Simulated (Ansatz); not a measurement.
# Hf2Pd2Se2Br2O3 (Cm) in Ansatz: convergence with wavefunction cutoff

Aim: find how far wavefunction cutoff must go before the results for Hf2Pd2Se2Br2O3 settle, at PBE. This setting moves, with any that are tied to it; all else stays.

Everything below comes from runs of Ansatz 0.2.0. Logs are shortened: lines on timing, memory, paths and dates and some standing lists are left out, and cuts for length are marked.

### 1 Starting point

Symmetry: Cm, No. 8, monoclinic system. Conventional cell: a = 15.354 Å, b = 3.419 Å, c = 13.208 Å, α = 90.00°, β = 107.63°, γ = 90.00°. Hf (site symmetry m) has 3 O at 1.97 to 2.13 Å as nearest neighbours. Hf (site symmetry m) has 3 O at 1.87 to 2.09 Å as nearest neighbours. Pd (site symmetry m) has 2 O at 2.23 Å and 2 Se at 2.41 Å as nearest neighbours. Pd (site symmetry m) has 4 Se at 2.42 to 2.60 Å as nearest neighbours. Se (site symmetry m) is surrounded by 2 Pd at 2.42 Å and 1 Hf at 2.76 Å. Around Se (site symmetry m) lie 4 Pd at 2.41 to 2.60 Å. Br (site symmetry m) has 3 Hf at 2.82 to 3.06 Å and 3 O at 3.21 to 3.22 Å as nearest neighbours. Around Br (site symmetry m) lie 2 Hf at 2.73 Å.

The cell was built by a generator and needn't be a form met in nature.

### 2 With wavefunction cutoff 200 eV

input.yaml reads:

```yaml
crystal:
  lattice:
    - [7.58666, -1.70971, -1.17576]
    - [7.58666, 1.70971, -1.17576]
    - [-2.02446, 0.0, 13.05155]
  atoms:
    - { symbol: Hf, position: [0.94514, 0.94514, 0.06144] }
    - { symbol: Hf, position: [0.60628, 0.60628, 0.28309] }
    - { symbol: Pd, position: [0.1792, 0.1792, 0.50964] }
    - { symbol: Pd, position: [0.32286, 0.32286, 0.74307] }
    - { symbol: Se, position: [0.92232, 0.92232, 0.84566] }
    - { symbol: Se, position: [0.78991, 0.78991, 0.588] }
    - { symbol: Br, position: [0.58645, 0.58645, 0.0452] }
    - { symbol: Br, position: [0.24604, 0.24604, 0.28651] }
    - { symbol: O, position: [0.59701, 0.59701, 0.42127] }
    - { symbol: O, position: [0.38554, 0.38554, 0.07302] }
    - { symbol: O, position: [0.03094, 0.03094, 0.22169] }
hamiltonian:
  xc: pbe
  pseudopotentials: { kind: paw }
kpoints:
  mp_grid: { grid: [5, 5, 2] }
scf:
  occupations: { method: fermi_dirac, width: 0.05 }
output:
  forces: true
  stress: true
  eigenvalues: true
basis:
  ecutwfc: "200 eV"
```

Potentials or basis: Ansatz PAW.

Run with:

```sh
$ ansatz run input.yaml --threads 8 --pin off --max-ram 20480MiB --backend cpu --events-out ev --progress --plain --runs-dir out
```

Output:

```text
Warning: basis.ecutwfc = 200 eV is below the records' recommended 420 eV, and the density's cutoff is lower with it unless basis.ecutrho_ratio is high enough to keep the records' density cutoff: compare with a run at a higher cutoff
Warning: RAYON_NUM_THREADS=8 ignored (pool sized by the plan → 8); use --threads N
basis.fft_grid_basis auto: the FFT boxes are laid along the combinations [[1, -1, 0], [0, 1, 0], [0, 0, 1]] of the cell's own vectors, 3.419, 7.865 and 13.208 Å long. The dense box has 16×40×64 points. Along the cell's own vectors, as sized, it would have 40×40×64, 2.50 times as many. Of the 2 symmetry operations that the crystal satisfies within crystal.symmetry.tolerance (time reversal apart; of a slab, those that keep its plane) the dense box along the cell's own vectors carries 2, and the one as laid loses 1 of those. basis.fft_grid_basis: typed keeps the cell's own vectors: state it where this run's energies or levels are differenced outside the engine with another run's, or held beside a run that keeps those vectors.
Engine: ansatz 0.2.0, x86_64-unknown-linux-gnu
Pseudopotentials: kind: paw
Pseudopotential: Hf, paw, valence charge 26, recommended cutoff 420 eV (normal), Hf.paw.azcp
Pseudopotential: Pd, paw, valence charge 18, recommended cutoff 420 eV (normal), Pd.paw.azcp
Pseudopotential: Se, paw, valence charge 16, recommended cutoff 420 eV (normal), Se.paw.azcp
Pseudopotential: Br, paw, valence charge 7, recommended cutoff 420 eV (normal), Br.paw.azcp
Pseudopotential: O, paw, valence charge 6, recommended cutoff 420 eV (normal), O.paw.azcp
Functional definition: PBE
  parameter kappa = 0.804
  parameter beta = 0.06672455060314922
  exchange = pbe_x(kappa = kappa, mu = beta*pi^2/3)
[... 57 lines left out ...]
  E_closure    = 0.000000  (closes the sum)
  Σ components = -63543.276953   (vs F -63543.276953, Δ=0.00e0)
--- Forces (eV/Å), atoms counted from 1 ---
  atom   1  Hf     0.54198692    -0.00000000    -0.23836277
  atom   2  Hf     0.23115859    -0.00000000    -1.57419566
  atom   3  Pd    -0.85697683     0.00000000    -0.71510835
  atom   4  Pd    -0.05995375     0.00000000     0.19920328
  atom   5  Se     0.22565489    -0.00000000     0.20347842
  atom   6  Se     0.19888191    -0.00000000     0.01021943
  atom   7  Br    -0.13977264     0.00000000    -0.01754150
  atom   8  Br    -0.10964371     0.00000000     0.06797364
  atom   9  O      0.32692003    -0.00000000     1.91039582
  atom  10  O     -0.40421924     0.00000000     0.17841040
  atom  11  O      0.04610371     0.00000000    -0.02449731
  max |Σ_I F_I| component: 1.40e-4 eV/Å
--- Stress (GPa, compression-positive) ---
       -0.238315       0.000000      -0.369455
        0.000000      -0.448491       0.000000
       -0.369455       0.000000       0.861739
  P = ⅓ Tr σ = 0.0583 GPa (0.583 kbar)
--- Band table (eV; the first three rows and the last of 18) ---
  k-point 0: bands = ["-81.8905", "-81.7859", "-59.9473", "-59.8268", "-46.8513", "-46.8257", "-46.7457", "-46.7431", "-46.2117", "-46.2090", "-46.1686", "-46.1496", "-46.1264", "-46.1042", "-46.0525", "-45.8193", "-45.7484", "-45.7083", "-45.6685", "-45.6140", "-27.9681", "-27.8917", "-27.7664", "-27.7381", "-27.6758", "-27.6189", "-15.8447", "-15.2696", "-14.4404", "-13.7106", "-13.7019", "-13.6747", "-13.6588", "-13.6516", "-13.5538", "-13.5506", "-13.5357", "-13.5261", "-13.4912", "-13.4697", "-13.4091", "-13.4054", "-13.2487", "-10.4463", "-10.2456", "-8.6608", "-8.0304", "-1.8252", "-0.8448", "-0.8177", "-0.7915", "-0.4122", "-0.3518", "-0.0090", "0.1612", "0.7577", "0.8838", "0.9709", "1.0763", "1.2339", "1.2436", "1.6053", "1.8485", "1.8926", "2.2319", "2.3721", "2.5871", "2.8430", "2.9527", "3.0507", "3.2131", "3.4980", "3.5129", "3.9565", "4.1957", "4.4616", "5.7413", "6.7503", "7.0673", "7.4459", "7.6666", "7.7889", "8.0142", "8.1362", "8.5257", "8.7086", "9.2328", "9.8692"]
  k-point 1: bands = ["-81.8918", "-81.7874", "-59.9532", "-59.8324", "-46.9045", "-46.8535", "-46.7866", "-46.7594", "-46.2346", "-46.2304", "-46.1808", "-46.1755", "-46.1484", "-46.1142", "-46.0727", "-45.8386", "-45.7656", "-45.7191", "-45.6809", "-45.6305", "-27.9708", "-27.9038", "-27.7803", "-27.7646", "-27.6810", "-27.6261", "-15.8479", "-15.2732", "-14.4482", "-13.7300", "-13.7159", "-13.6909", "-13.6790", "-13.6592", "-13.5728", "-13.5501", "-13.5484", "-13.5454", "-13.5124", "-13.4902", "-13.4277", "-13.4128", "-13.2650", "-10.4723", "-10.2558", "-8.6598", "-8.0351", "-1.8665", "-0.8597", "-0.8170", "-0.7252", "-0.5955", "-0.3883", "-0.0250", "0.0634", "0.7003", "0.8586", "0.9191", "1.0660", "1.1983", "1.4016", "1.4946", "1.8611", "2.0280", "2.2070", "2.2675", "2.5686", "2.8256", "2.8678", "3.0426", "3.0444", "3.4187", "3.5627", "3.9510", "4.2092", "4.3214", "5.7094", "6.7140", "7.0275", "7.4744", "7.7198", "7.8389", "8.0348", "8.2196", "8.5322", "8.6578", "9.0387", "9.5254"]
  k-point 2: bands = ["-81.8897", "-81.7851", "-59.9446", "-59.8244", "-46.8767", "-46.8521", "-46.7905", "-46.7338", "-46.2158", "-46.2025", "-46.1768", "-46.1552", "-46.1229", "-46.1131", "-46.0314", "-45.8182", "-45.8019", "-45.6923", "-45.6558", "-45.6298", "-27.9497", "-27.8958", "-27.8047", "-27.7557", "-27.7404", "-27.7201", "-15.7262", "-15.0291", "-14.4230", "-13.7049", "-13.6967", "-13.6685", "-13.6571", "-13.6320", "-13.6142", "-13.5809", "-13.5462", "-13.5303", "-13.5184", "-13.4954", "-13.4506", "-13.3928", "-13.2281", "-10.3158", "-10.1166", "-8.4430", "-7.8953", "-1.4374", "-1.3284", "-0.8917", "-0.6115", "-0.3583", "-0.1363", "0.2502", "0.4946", "0.5269", "0.6696", "0.9217", "1.0076", "1.1322", "1.2230", "1.4623", "1.6193", "1.7361", "1.9430", "2.0119", "2.1794", "2.3602", "2.7524", "3.0666", "3.1467", "3.4630", "3.6807", "3.9493", "4.1144", "4.5414", "5.2138", "6.0374", "6.7648", "7.3500", "7.8088", "8.1337", "8.2870", "8.4426", "8.8130", "8.9310", "9.6964", "9.8512"]
  k-point 17: bands = ["-81.8907", "-81.7860", "-59.9480", "-59.8280", "-46.8846", "-46.8690", "-46.7976", "-46.7620", "-46.2367", "-46.2147", "-46.2050", "-46.1720", "-46.1453", "-46.1185", "-46.0722", "-45.8228", "-45.8069", "-45.7083", "-45.6798", "-45.6428", "-27.9595", "-27.8990", "-27.8080", "-27.7687", "-27.7590", "-27.7242", "-15.7287", "-15.0337", "-14.4285", "-13.7199", "-13.7157", "-13.6829", "-13.6628", "-13.6341", "-13.6153", "-13.5878", "-13.5703", "-13.5503", "-13.5357", "-13.5041", "-13.4593", "-13.4048", "-13.2364", "-10.3358", "-10.1255", "-8.4443", "-7.8975", "-1.4628", "-1.3266", "-0.9100", "-0.6195", "-0.3780", "-0.1313", "0.2605", "0.4467", "0.5036", "0.6479", "0.8875", "1.0052", "1.0658", "1.1881", "1.4242", "1.6013", "1.6789", "1.9075", "2.0154", "2.1475", "2.3352", "2.7343", "3.0230", "3.1309", "3.3970", "3.6759", "3.8800", "4.0847", "4.5042", "5.2122", "6.0030", "6.7595", "7.3491", "7.7775", "8.1269", "8.3972", "8.7481", "8.9019", "9.1042", "9.5033", "9.8811"]
```

It took 3 s on 8 threads of AMD EPYC 7B13 (Zen 3), shared host; peak memory 0.85 GiB.

What came out:

- Free energy: -63543.2770 eV
- Pressure: 0.1 GPa
- Largest force: 1.938 eV/Å
- Band gap on the k mesh: 0.57 eV, indirect (least direct gap 0.60 eV)

### 3 With wavefunction cutoff 250 eV

input.yaml: that of step 2 with these lines changed.

```diff
@@ -29,2 +29,2 @@
 basis:
-  ecutwfc: "200 eV"
+  ecutwfc: "250 eV"
```

Potentials or basis: Ansatz PAW.

Run with:

```sh
$ ansatz run input.yaml --threads 8 --pin off --max-ram 20480MiB --backend cpu --events-out ev --progress --plain --runs-dir out
```

Run time: 3.6 s. Hardware: 8 threads of AMD EPYC 7B13 (Zen 3), shared host; peak memory 1 GiB.

Results:

- Free energy: -63592.3550 eV
- Pressure: 0.3 GPa
- Largest force: 0.656 eV/Å
- Band gap on the k mesh: 0.64 eV, direct

### 4 With wavefunction cutoff 300 eV

input.yaml: that of step 3 with these lines changed.

```diff
@@ -29,2 +29,2 @@
 basis:
-  ecutwfc: "250 eV"
+  ecutwfc: "300 eV"
```

Run with:

```sh
$ ansatz run input.yaml --threads 8 --pin off --max-ram 20480MiB --backend cpu --events-out ev --progress --plain --runs-dir out
```

Wall time 4.1 s (8 threads of AMD EPYC 7B13 (Zen 3), shared host); peak memory 1.2 GiB.

Results:

```yaml
Free_energy: -63602.7376 eV
Pressure: 0.3 GPa
Largest_force: 0.553 eV/Å
Band_gap_on_the_k_mesh: 0.64 eV, direct
```

### 5 With wavefunction cutoff 350 eV

input.yaml: that of step 4 with these lines changed.

```diff
@@ -29,2 +29,2 @@
 basis:
-  ecutwfc: "300 eV"
+  ecutwfc: "350 eV"
```

Run with:

```sh
$ ansatz run input.yaml --threads 8 --pin off --max-ram 20480MiB --backend cpu --events-out ev --progress --plain --runs-dir out
```

Wall time 4.5 s (8 threads of AMD EPYC 7B13 (Zen 3), shared host); peak memory 1.3 GiB.

Results:

| Item | Value |
| --- | --- |
| Free energy | -63604.5143 eV |
| Pressure | 0.0 GPa |
| Largest force | 0.195 eV/Å |
| Band gap on the k mesh | 0.64 eV, direct |

### 6 With wavefunction cutoff 400 eV

input.yaml: that of step 5 with these lines changed.

```diff
@@ -29,2 +29,2 @@
 basis:
-  ecutwfc: "350 eV"
+  ecutwfc: "400 eV"
```

Potentials or basis: Ansatz PAW.

Run with:

```sh
$ ansatz run input.yaml --threads 8 --pin off --max-ram 20480MiB --backend cpu --events-out ev --progress --plain --runs-dir out
```

It took 5.4 s on 8 threads of AMD EPYC 7B13 (Zen 3), shared host; peak memory 1.6 GiB.

The run converged. Its results:

```yaml
Free_energy: -63604.7865 eV
Pressure: 0.0 GPa
Largest_force: 0.195 eV/Å
Band_gap_on_the_k_mesh: 0.64 eV, direct
```

### 7 With wavefunction cutoff 450 eV

input.yaml: that of step 6 with these lines changed.

```diff
@@ -29,2 +29,2 @@
 basis:
-  ecutwfc: "400 eV"
+  ecutwfc: "450 eV"
```

Run with:

```sh
$ ansatz run input.yaml --threads 8 --pin off --max-ram 20480MiB --backend cpu --events-out ev --progress --plain --runs-dir out
```

Run time: 6.4 s. Hardware: 8 threads of AMD EPYC 7B13 (Zen 3), shared host; peak memory 1.8 GiB.

It converged, with:

* Free energy: -63604.8326 eV
* Pressure: 0.0 GPa
* Largest force: 0.196 eV/Å
* Band gap on the k mesh: 0.64 eV, direct

### 8 With wavefunction cutoff 500 eV

input.yaml: that of step 7 with these lines changed.

```diff
@@ -29,2 +29,2 @@
 basis:
-  ecutwfc: "450 eV"
+  ecutwfc: "500 eV"
```

Run with:

```sh
$ ansatz run input.yaml --threads 8 --pin off --max-ram 20480MiB --backend cpu --events-out ev --progress --plain --runs-dir out
```

It took 7.5 s on 8 threads of AMD EPYC 7B13 (Zen 3), shared host; peak memory 2 GiB.

Results (log left out):

```yaml
Free_energy: -63604.8418 eV
Pressure: 0.0 GPa
Largest_force: 0.195 eV/Å
Band_gap_on_the_k_mesh: 0.64 eV, direct
```

### 9 With wavefunction cutoff 600 eV

input.yaml: that of step 8 with these lines changed.

```diff
@@ -29,2 +29,2 @@
 basis:
-  ecutwfc: "500 eV"
+  ecutwfc: "600 eV"
```

Potentials or basis: Ansatz PAW.

Run with:

```sh
$ ansatz run input.yaml --threads 8 --pin off --max-ram 20480MiB --backend cpu --events-out ev --progress --plain --runs-dir out
```

Run time: 9.5 s. Hardware: 8 threads of AMD EPYC 7B13 (Zen 3), shared host; peak memory 2.5 GiB.

It converged, with:

```yaml
Free_energy: -63604.8468 eV
Pressure: 0.0 GPa
Largest_force: 0.195 eV/Å
Band_gap_on_the_k_mesh: 0.64 eV, direct
```

### 10 With wavefunction cutoff 800 eV

input.yaml: that of step 9 with these lines changed.

```diff
@@ -29,2 +29,2 @@
 basis:
-  ecutwfc: "600 eV"
+  ecutwfc: "800 eV"
```

Run with:

```sh
$ ansatz run input.yaml --threads 8 --pin off --max-ram 20480MiB --backend cpu --events-out ev --progress --plain --runs-dir out
```

Run time: 14 s. Hardware: 8 threads of AMD EPYC 7B13 (Zen 3), shared host; peak memory 3.6 GiB.

The run converged. Its results:

* Free energy: -63604.8502 eV
* Pressure: 0.0 GPa
* Largest force: 0.195 eV/Å
* Band gap on the k mesh: 0.64 eV, direct

### 11 The series at a glance

| wavefunction cutoff | energy less the tightest run, at zero smearing (meV/atom) | pressure (GPa) | largest force (eV/Å) | gap on the mesh (eV) | SCF cycles | CPU time (s) | peak memory (GiB) |
| --- | --- | --- | --- | --- | --- | --- | --- |
| 200 eV | 5597.58 | 0.06 | 1.938 | 0.565 | 12 | 22 | 0.85 |
| 250 eV | 1135.93 | 0.34 | 0.656 | 0.636 | 11 | 26 | 1 |
| 300 eV | 192.05 | 0.28 | 0.553 | 0.636 | 11 | 30 | 1.2 |
| 350 eV | 30.54 | 0.05 | 0.195 | 0.639 | 10 | 33 | 1.3 |
| 400 eV | 5.79 | 0.02 | 0.195 | 0.640 | 10 | 40 | 1.6 |
| 450 eV | 1.60 | 0.02 | 0.196 | 0.640 | 10 | 48 | 1.8 |
| 500 eV | 0.77 | 0.01 | 0.195 | 0.641 | 10 | 57 | 2 |
| 600 eV | 0.31 | 0.01 | 0.195 | 0.641 | 10 | 72 | 2.5 |
| 800 eV | 0.00 | 0.01 | 0.195 | 0.641 | 10 | 110 | 3.6 |

Against the tightest run, the energy stays within 1 meV/atom from 500 eV on; the pressure stays within 0.1 GPa from 350 eV on; the largest force stays within 0.005 eV/Å from 350 eV on; the gap on the mesh stays within 0.01 eV from 250 eV on. The tightest run that finished is the yardstick and may itself not be fully converged.

Caveats: odd divisions of the mesh miss points on the zone boundary, where band edges often lie, so the gap on the mesh can be too wide; spin-orbit coupling is left out, which moves the levels of the heavy elements.
